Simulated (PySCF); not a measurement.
**[CeF2]2+: other functionals and bases at one geometry**

The task here is to estimate one member of a computed series from the others.

Method: several levels, as the steps say, no spin–orbit coupling; program: PySCF 2.14.0.

1 further run of the same task is left out (for a known fault of the program).

**Starting geometry**

3 atoms, charge 2, spin multiplicity 1.

Bond lengths: Ce1–F2 1.904 Å, Ce1–F3 1.904 Å. Angles: F2–Ce1–F3 101.7°.

Geometry (Å):

```xyz
3

Ce    0.0000    0.0000   -0.4210
F     1.4768    0.0000    0.7805
F    -1.4768    0.0000    0.7805
```

Formal oxidation states: Ce +4. The 4f shell is empty and lies in the core potential. An earlier session relaxed this geometry at PBE0, Ce lcecp-2-SVP with ECP46, F def2-SVP (singlet, point group C2v).

At PBE0 on the finer grid: E = -237.231312 Eh, frontier levels not given, since the 4f levels lie in the core, Mulliken charge on Ce1 +2.33 e, largest force component 0.010 eV/Å. The large-core potential holds the 4f shell empty.

Levels to run: revPBE; B3LYP; PBE0, TZVP. Hardware: 2 threads of Intel Xeon Platinum 8488C (Sapphire Rapids), shared host.

The first run:

The input, run.py (the lines that set the calculation):

```python
mol = gto.M(atom='''
Ce     0.00000     0.00000    -0.42103
F      1.47685     0.00000     0.78052
F     -1.47685     0.00000     0.78052''',
    basis={'Ce': 'lcecp-2-SVP', 'F': 'def2-SVP'},
    ecp={'Ce': 'lcecp-2-SVP'},
    charge=2, spin=0)
mf = dft.RKS(mol, xc='PBE_R,PBE')
mf.grids.atom_grid = (75, 302)  # f atoms: unpruned, at least (60, 302)
mf = mf.density_fit()  # fitting sets: Ce AutoAux, F def2-universal-JKFIT
mf.conv_tol = 1e-08; mf.max_cycle = 55
mf.kernel(dm0)  # dm0: the density of the relaxed state
```

The run is started by

```bash
$ OMP_NUM_THREADS=2 python run.py
```

Steps of the session up to this table: revPBE; B3LYP; PBE0, TZVP.

One of the session's tables, all rows but one given; the rest of the session is left out.

| level | charge on Ce1 (e) | dipole (D) | largest force component (eV/Å) |
| --- | --- | --- | --- |
| PBE0 (relaxed here) | 2.33 | 5.72 | 0.01 |
| revPBE | 2.19 | 5.13 | 1.16 |
| B3LYP | 2.30 | 5.65 | 0.61 |
| PBE0, TZVP | ? | ? | ? |

**Question.** Estimate the row for PBE0, TZVP.

As computed: charge on Ce1 (e): 2.42; dipole (D): 5.69; largest force component (eV/Å): 0.27. In the column «charge on Ce1 (e)» it is the highest.

The dipole of a charged species depends on the origin, so these sizes hold for this origin alone.

The largest leftover force, 1.16 eV/Å with revPBE, stands at a geometry relaxed at another level. With 4f in the core, its levels are missing from HOMO and gap, and its count is fixed, so no charge can pass from the ligands into it. Total energies of different levels can't be compared.
